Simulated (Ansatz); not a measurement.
# CH₇Ge (doublet): the correlation ladder at distance C1–H5 along a hydrogen transfer = 1.190 Å, cc-pVDZ

How much of the correlation energy of CH₇Ge (doublet) does each wave-function method recover here?

Computed with Ansatz 0.2.0, Gaussian basis. Level: cc-pVDZ, core rule «outside noble gas», up to 15 orbitals frozen.

The runs, in order: UHF; CCSD(T) on ROHF; CCSD(T) on UHF; BCCD(T) on ROHF; CISD; CCSDT(Q) on ROHF; CCSDT(Q) on UHF; CASSCF and MRCISD+Q, 3 electrons in 3 orbitals; CASSCF and NEVPT2, 3 electrons in 3 orbitals; CASSCF and MRCISD+Q, 9 electrons in 9 orbitals; CASSCF and NEVPT2, 9 electrons in 9 orbitals.

**1. What is computed**

The geometry derives from fragments relaxed apart (PBE0/def2-TZVP) and kept rigid, so it is no stationary point. A hydrogen atom is moved between rigid fragments. No spin-orbit coupling is included. The filled d shell of Ge may be among the frozen orbitals whatever the setting's name suggests; the logs give the count.

9 atoms, charge 0, spin multiplicity 2.

Atoms are counted from 1 here; the program's logs count them from 0.

Bond lengths: C1–H2 1.090 Å, C1–H3 1.090 Å, C1–H4 1.090 Å, C1–H5 1.190 Å, Ge6–H7 1.539 Å, Ge6–H8 1.539 Å, Ge6–H9 1.539 Å. Angles: H2–C1–H3 109.5°, H2–C1–H4 109.5°, H2–C1–H5 109.5°, H3–C1–H4 109.5°, H3–C1–H5 109.5°, H4–C1–H5 109.5°, H7–Ge6–H8 111.2°, H7–Ge6–H9 111.2°, H8–Ge6–H9 111.2°.

**2. UHF**

Contents of in.yaml:

```yaml
crystal:
  periodic: [false, false, false]
  atoms:
    - {symbol: C, position_ang: [-2.757429, 0.000000, 0.000000]}
    - {symbol: H, position_ang: [-3.120635, 1.027301, 0.000000]}
    - {symbol: H, position_ang: [-3.120635, -0.513650, 0.889668]}
    - {symbol: H, position_ang: [-3.120635, -0.513650, -0.889669]}
    - {symbol: H, position_ang: [-1.567429, 0.000000, 0.000000]}
    - {symbol: Ge, position_ang: [0.564571, 0.000000, 0.000000]}
    - {symbol: H, position_ang: [1.033239, -1.465915, 0.000000]}
    - {symbol: H, position_ang: [1.033239, 0.732957, -1.269519]}
    - {symbol: H, position_ang: [1.033239, 0.732957, 1.269520]}
basis:
  gaussian: {orbitals: cc-pVDZ}
magnetization: {spin_polarized: true, initial_magnetization: 1}
hamiltonian: {xc: hf}
output: {orbitals: {seedname: orbitals}}
```

Command:

```bash
ansatz run in.yaml --threads 1 --pin off --events-out ev --progress --plain --max-ram 2816MiB --backend cpu
```

Further steps of the session: CCSD(T) on ROHF; CCSD(T) on UHF; BCCD(T) on ROHF; CISD; CCSDT(Q) on ROHF; CCSDT(Q) on UHF; CASSCF and MRCISD+Q, 3 electrons in 3 orbitals; CASSCF and NEVPT2, 3 electrons in 3 orbitals; CASSCF and MRCISD+Q, 9 electrons in 9 orbitals; CASSCF and NEVPT2, 9 electrons in 9 orbitals.

**Question.** What will the summary of the whole plan be? Wanted: UCCSDT(Q) below the RHF energy; RMP2 from UCCSDT(Q); UMP2 from UCCSDT(Q); RCCSD from UCCSDT(Q); RCCSD(T) from UCCSDT(Q); UCCSD(T) from UCCSDT(Q); RCCSDT(Q) from UCCSDT(Q); MRCISD+Q frontier from UCCSDT(Q); T1 diagnostic.

As calculated:

| quantity | value |
| --- | --- |
| UCCSDT(Q) below the RHF energy | -8.6923 eV |
| RMP2 from UCCSDT(Q) | +1546.9 meV |
| UMP2 from UCCSDT(Q) | +1548.4 meV |
| RCCSD from UCCSDT(Q) | +222.0 meV |
| RCCSD(T) from UCCSDT(Q) | +38.6 meV |
| UCCSD(T) from UCCSDT(Q) | +35.3 meV |
| RCCSDT(Q) from UCCSDT(Q) | +3.8 meV |
| MRCISD+Q frontier from UCCSDT(Q) | +52.6 meV |
| levels within 1 kcal/mol (43 meV) | RCCSD(T), UCCSD(T), BCCD(T), RCCSDT, UCCSDT, RCCSDT(Q) |
| T1 diagnostic | 0.013 |

What this shows: RCCSD(T) lands +38.6 meV from the yardstick (0.4 % of the correlation energy). These misses are within one basis, not against nature; the frozen cores of restricted and unrestricted runs differ, which can shift their rows.
